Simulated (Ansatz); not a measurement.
This script for the Ansatz DFT code, driven from Python starts 2 runs on CH₃AlFNS, SMILES N[C]1(F)[AlH][S]1. What input does the engine get in each?

`spin_ch3alfns.py`:
```python
"""Gap between spin states of CH3AlFNS at one geometry."""

import ansatz as az


def main() -> None:
    geometry_ang = [
        ("N", (0.0322, 0.4987, 1.3363)),
        ("C", (0.4488, 0.3026, -0.0379)),
        ("F", (1.7874, 0.1286, -0.1411)),
        ("Al", (-0.595, -0.7439, -1.219)),
        ("S", (-0.1757, 1.5181, -1.2373)),
        ("H", (0.144, -0.3188, 1.8666)),
        ("H", (-1.0219, 0.7146, 1.3228)),
        ("H", (-0.5277, -2.157, -1.9462)),
    ]
    system = az.Crystal.molecule()
    for symbol, xyz in geometry_ang:
        system = system.atom(symbol, xyz)

    job = (
        system.calculation()
        .basis(gaussian="def2-TZVP")
        .functional("r2scan", dispersion="d4")
    )
    found = {}
    for unpaired in [0, 2]:
        rep = job.spin("collinear", total=unpaired).run().report
        s = unpaired / 2
        found[unpaired] = rep["free_energy_ev"]
        print(f"2S+1 = {unpaired + 1}: E = {found[unpaired]:.5f} eV, <S^2> = {abs(rep['mean_field']['state']['spin_squared']):.3f} (pure state {s * (s + 1):.2f})")
    lowest = min(found, key=found.get)
    for unpaired, e in found.items():
        print(f"multiplicity {unpaired + 1}: {96.485332 * (e - found[lowest]):.1f} kJ/mol above the lowest")


if __name__ == "__main__":
    main()
```

Run 1:
```yaml
crystal:
  periodic: [false, false, false]
  atoms:
    - { symbol: "N", position_ang: [0.0322, 0.4987, 1.3363] }
    - { symbol: C, position_ang: [0.4488, 0.3026, -0.0379] }
    - { symbol: F, position_ang: [1.7874, 0.1286, -0.1411] }
    - { symbol: Al, position_ang: [-0.595, -0.7439, -1.219] }
    - { symbol: S, position_ang: [-0.1757, 1.5181, -1.2373] }
    - { symbol: H, position_ang: [0.144, -0.3188, 1.8666] }
    - { symbol: H, position_ang: [-1.0219, 0.7146, 1.3228] }
    - { symbol: H, position_ang: [-0.5277, -2.157, -1.9462] }
basis:
  gaussian:
    orbitals: def2-TZVP
hamiltonian:
  xc: r2scan
  dispersion: d4
magnetization:
  spin_polarized: true
  initial_magnetization: 0.0
```

Run 2, against run 1:
```diff
-  initial_magnetization: 0.0
+  initial_magnetization: 2.0
```

```console
$ python spin_ch3alfns.py
2S+1 = 1: E = -22722.49556 eV, <S^2> = 0.000 (pure state 0.00)
2S+1 = 3: E = -22721.17013 eV, <S^2> = 2.007 (pure state 2.00)
multiplicity 1: 0.0 kJ/mol above the lowest
multiplicity 3: 127.9 kJ/mol above the lowest
```

In order: multiplicity 1 (+0.00 eV) and multiplicity 3 (+1.33 eV), all at the one geometry.

Total energies depend on the basis set; only differences at equal settings carry meaning. The geometry is a force-field or estimated start, not a minimum of this method, and the basis set is short of its limit. All parts are taken at fixed geometry, without zero-point energy. Wall time of the script: 44 s on 1 thread of Arm Neoverse V2, on a shared host, peak memory 0.38 GiB.
